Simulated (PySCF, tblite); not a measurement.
# C4H6BF: geometry, infrared bands, NMR shifts and spin-spin couplings

What infrared bands, NMR shifts and spin-spin couplings should C4H6BF (`FBCC1=CC1`) show?

The runs use tblite 0.8.0 and PySCF 2.14.0, with density-fitted response routines of our own; the level of theory stands in each step. All values are computed, except where a source is named. Atoms count from 0, in the outputs and in this text.

### Step 1. The starting structure

12 atoms, charge 0, multiplicity 1; geometry from: force field or distance geometry start.

Bonds of the start (Å): F0–B1 1.47, B1–C2 1.60, C2–C3 1.49, C3–C4 1.36, C4–C5 1.50, C5–C3 1.48, B1–H6 1.18, C2–H7 1.08, C2–H8 1.13, C4–H9 1.09, C5–H10 1.10, C5–H11 1.11.

### Step 2. Relaxing the molecule with GFN2-xTB

Job settings and geometry (Å):

```
{"job": {"kind": "relax", "xc": "GFN2-xTB", "basis": "xTB"}, "charge": 0, "multiplicity": 1}
F     -2.102200    -0.502500     1.605500
B     -2.000500    -0.032600     0.212800
C     -0.836500    -0.662400    -0.679700
C      0.460900    -0.115800    -0.201200
C      1.648000    -0.506500     0.325200
C      1.426100     0.963300     0.116700
H     -2.247400     1.107300     0.041600
H     -0.908900    -1.739500    -0.689500
H     -0.956000    -0.198400    -1.705200
H      2.321700    -1.300400     0.656300
H      1.998700     1.406400    -0.716400
H      1.197300     1.580400     1.007800
```

Started as:

```console
$ OMP_NUM_THREADS=1 python probes_run.py task.json out
```

The driver reads the jobs from task.json and runs them one after another.

**Question.** This job is followed by: GFN2-xTB harmonic vibrations, gas phase; GIAO PBE0/pcSseg-1 NMR shielding, non-relativistic, gas phase; B3LYP/pcJ-1 indirect spin-spin coupling, non-relativistic, gas phase. Predict these results of the whole session: strongest single infrared mode (GFN2-xTB); zero-point energy (GFN2-xTB); ¹³C shifts against TMS (PBE0/pcSseg-1); ¹H shifts against TMS (PBE0/pcSseg-1, means over atoms taken as alike); ¹⁹F shifts against CFCl3 (PBE0/pcSseg-1); ¹¹B shifts against BF3·OEt2 (PBE0/pcSseg-1); largest coupling of the table (B3LYP/pcJ-1).

**Answer**, as computed:

```
                                                              quantity                        value
                             strongest single infrared mode (GFN2-xTB)        1297 cm⁻¹, 385 km/mol
                                          zero-point energy (GFN2-xTB)                55.3 kcal/mol
                                ¹³C shifts against TMS (PBE0/pcSseg-1)  122.6, 111.9, 28.0, 8.7 ppm
¹H shifts against TMS (PBE0/pcSseg-1, means over atoms taken as alike)   6.91, 5.48, 2.70, 1.06 ppm
                              ¹⁹F shifts against CFCl3 (PBE0/pcSseg-1)                     -3.9 ppm
                           ¹¹B shifts against BF3·OEt2 (PBE0/pcSseg-1)                     50.9 ppm
                           largest coupling of the table (B3LYP/pcJ-1)      ¹J(C,H) C4–H9, 238.1 Hz
```

In words: Relaxing lowered the energy by 0.923 eV in 88 steps; the close pair that moved most is F0–B1, from 1.473 to 1.313 Å. The lowest mode is imaginary (24i cm⁻¹), so the xTB geometry is not a minimum. The strongest single mode, at 1297 cm⁻¹, moves mainly B1. Unscaled tight-binding wavenumbers are off by several per cent, some by more. Its intensities can rank the bands wrongly. H9 (hydrogen on an alkene CH) lies farthest downfield among hydrogen, at 6.91 ppm; olefinic region. At PBE0/pcSseg-1: The largest span, 500 ppm, is at F0, where the paramagnetic term is -290 ppm. Of the pairs tabulated at B3LYP/pcJ-1, C4–H9 couples most strongly (238.1 Hz; Fermi contact 238.3 Hz). Couplings across rotatable bonds belong to this one conformer; where others are populated, the observed values are averages.
